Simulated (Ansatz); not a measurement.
**AlGaPH+ (quartet): from Hartree-Fock to the top rungs, cc-pVDZ**

One table from this session's results is given with a row withheld; the runs are named, their logs left out.

The runs use Ansatz 0.2.0, Gaussian basis; cc-pVDZ, core rule «outside noble gas», up to 24 orbitals frozen.

The runs, in order: UHF; CCSD(T) on ROHF; CCSD(T) on UHF; BCCD(T) on ROHF; CISD; CCSDT(Q) on ROHF; CCSDT(Q) on UHF.

27 further runs of the same task are left out: 2 for a known fault of the program, 11 that didn't finish, 14 set aside as unsound or not needed.

## The geometry

The geometry is a PBE0/def2-TZVP stationary point (not a proven minimum) of the parent state, kept for this charge and spin. No spin-orbit coupling is included. The filled d shell of Ga may be among the frozen orbitals whatever the setting's name suggests; the logs give the count.

4 atoms, charge 1, spin multiplicity 4.

Atoms are counted from 1 here; the program's logs count them from 0.

Bond lengths: Al1–P2 2.264 Å, Al1–Ga3 2.612 Å, Al1–H4 1.731 Å, P2–Ga3 2.272 Å, Ga3–H4 1.923 Å. Angles: P2–Al1–Ga3 55.0°, P2–Al1–H4 102.4°, Ga3–Al1–H4 47.4°, Al1–P2–Ga3 70.3°, Al1–Ga3–P2 54.7°, Al1–Ga3–H4 41.5°, P2–Ga3–H4 96.2°, Al1–H4–Ga3 91.1°.

Set-up of the first run:

Contents of in.yaml:

```yaml
crystal:
  periodic: [false, false, false]
  atoms:
    - {symbol: Al, position_ang: [0.000000, 1.003938, 1.483451]}
    - {symbol: P, position_ang: [0.000000, -1.182613, 0.896493]}
    - {symbol: Ga, position_ang: [0.000000, 0.110828, -0.971553]}
    - {symbol: H, position_ang: [0.000000, 1.800570, -0.053547]}
basis:
  gaussian: {orbitals: cc-pVDZ}
total_charge: 1
magnetization: {spin_polarized: true, initial_magnetization: 3}
hamiltonian: {xc: hf}
output: {orbitals: {seedname: orbitals}}
```

On the command line:

```sh
ansatz run in.yaml --threads 1 --pin off --events-out ev --progress --plain --max-ram 2393MiB
```

Steps of the session up to this table: UHF; CCSD(T) on ROHF; CCSD(T) on UHF; BCCD(T) on ROHF; CISD; CCSDT(Q) on ROHF; CCSDT(Q) on UHF.

One table of the session follows, with a row left open; its other results are not shown here.

| method | from UCCSDT(Q) (meV) |
| --- | --- |
| ROHF | ? |
| UHF | +5793.7 |
| RMP2 | +1259.8 |
| UMP2 | +1279.8 |
| RCCSD | +322.7 |
| UCCSD | +304.3 |
| RCCSD(T) | +70.6 |
| UCCSD(T) | +64.6 |
| BCCD(T) | +70.8 |
| RCCSDT | +27.6 |
| UCCSDT | +18.7 |
| RCCSDT(Q) | +9.3 |
| UCCSDT(Q) | 0 |

Estimate the missing values for ROHF.

**Answer.** from UCCSDT(Q) (meV): +5994.7. In the column «from UCCSDT(Q) (meV)» it is the highest.

Not comparable, so not listed: CISD (they don't share determinant, frozen orbitals or solution with the rows shown, or repeat one).

Limits of these values: Restricted and unrestricted rows rest on different reference determinants; where their highest levels disagree by more than a few hundredths of an eV, they describe different states and don't form one ladder.
